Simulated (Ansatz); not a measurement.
**TiO2 (P4_2/mnm): calculation of mode Grueneisen parameters in Python**

A script is to give a calculation of mode Grueneisen parameters; the system is TiO2 (P4_2/mnm).

Computed with the Python package of Ansatz 0.2.0. Level of theory: DFT PBE, plane waves, PAW.

## (1) The structure

The structure is tetragonal, space group P4_2/mnm (No. 136). The conventional cell has a = 4.592 Å, b = 4.592 Å, c = 2.957 Å, α = 90.00°, β = 90.00°, γ = 90.00°. Ti (site symmetry mmm) is surrounded by 6 O at 1.95 to 1.98 Å. Around O (site symmetry m2m) lie 3 Ti at 1.95 to 1.98 Å.

The script holds or builds the structure itself.

## (2) The script

The input, tio2.py:

```python
import warnings

import ansatz as az
import numpy as np

FUNCTIONAL = "pbe"
ECUT = 470
OCCUPATIONS = "fixed"
TOLERANCE = 1e-07
MESH = (5, 5, 7)

vectors0 = np.array([
    [4.5922, 0.0, 0.0],
    [0.0, 4.5922, 0.0],
    [0.0, 0.0, 2.9574],
])
sites = [
    ("Ti", [0.0, 0.0, 0.0]),
    ("Ti", [0.5, 0.5, 0.5]),
    ("O", [0.30496, 0.30496, 0.0]),
    ("O", [0.19504, 0.80496, 0.5]),
    ("O", [0.69504, 0.69504, 0.0]),
    ("O", [0.80496, 0.19504, 0.5]),
]


def build(cell):
    crystal = az.Crystal(lattice=az.Lattice.of(cell))
    for symbol, position in sites:
        crystal = crystal.atom(symbol, position)
    return crystal


def main() -> None:
    warnings.simplefilter("ignore", az.DeckWarning)

    modes = {}
    for scale in (1 - 0.01, 1.0, 1 + 0.01):
        model = (
            build(vectors0 * scale ** (1 / 3)).calculation()
            .functional(FUNCTIONAL)
            .pseudopotentials("paw")
            .basis(ECUT)
            .occupations(OCCUPATIONS)
            .scf(tolerance=TOLERANCE)
            .kpoints(*MESH)
            .phonons("dfpt")
        )
        modes[scale] = np.sort(model.run(threads=1).phonons.gamma_omega_inv_cm)
        print(f"V/V0 = {scale:.2f}:", np.round(modes[scale], 1) + 0.0)

    low, middle, high = modes.values()
    for w0, w1, w2 in zip(low, middle, high):
        if min(w0, w1, w2) > 5:
            print(f"{w1:8.1f} 1/cm   gamma = {-np.log(w2 / w0) / np.log((1 + 0.01) / (1 - 0.01)):6.2f}")


if __name__ == "__main__":
    main()
```

## (3) The input behind the calls

The engine receives this input (first run):

```yaml
crystal:
  lattice:
    - [4.576841356849325, 0.0, 0.0]
    - [0.0, 4.576841356849325, 0.0]
    - [0.0, 0.0, 2.9475089562184125]
  atoms:
    - { symbol: Ti, position: [0.0, 0.0, 0.0] }
    - { symbol: Ti, position: [0.5, 0.5, 0.5] }
    - { symbol: O, position: [0.30496, 0.30496, 0.0] }
    - { symbol: O, position: [0.19504, 0.80496, 0.5] }
    - { symbol: O, position: [0.69504, 0.69504, 0.0] }
    - { symbol: O, position: [0.80496, 0.19504, 0.5] }
basis:
  ecutwfc: 470.0
kpoints:
  mp_grid:
    grid: [5, 5, 7]
hamiltonian:
  xc: pbe
  pseudopotentials:
    kind: paw
scf:
  convergence:
    dr2_threshold: 1.0e-07
  occupations:
    method: fixed
phonons:
  method: dfpt
```

## (4) Running it

Command:

```sh
> python tio2.py
```

**Question.** What results will this script give? Wanted: mode Grüneisen parameters; highest frequency; imaginary modes at these points; lowest frequency (for each run or level that gives them).

As calculated:

| quantity | value |
| --- | --- |
| mode Grüneisen parameters | -7.13 to 52.72 |
| runs compared | 3 |
| highest frequency (run 1) | 811 cm⁻¹ |
| imaginary modes at these points (run 1) | none |
| highest frequency (run 2) | 800 cm⁻¹ |
| imaginary modes at these points (run 2) | none |
| highest frequency (run 3) | 788 cm⁻¹ |
| lowest frequency (run 3) | -58 cm⁻¹ |

Positive parameters mean that modes soften as the crystal expands. All axes are scaled alike, which a layered or anisotropic crystal doesn't do under heat or pressure. A negative one marks a mode that stiffens on expansion. The long-range field of a polar crystal is left out, so longitudinal optical modes near Γ lie too low. No mode at these points is imaginary. Only Γ is listed, so instabilities elsewhere in the zone are not shown. All modes computed here are real. A mode is imaginary (58i cm⁻¹), so the structure as given is not at a minimum, or not relaxed at these settings. Caveats:
- The run is spin-unpolarised.
- The cell isn't relaxed first, so the values belong to this volume.
- A negative frequency stands for an imaginary mode.
- No non-analytic term is added, so at the zone centre the longitudinal optical modes of a polar crystal aren't split off.
- The ions aren't relaxed at each volume, and modes are paired by their order, which mixes them up where branches cross.
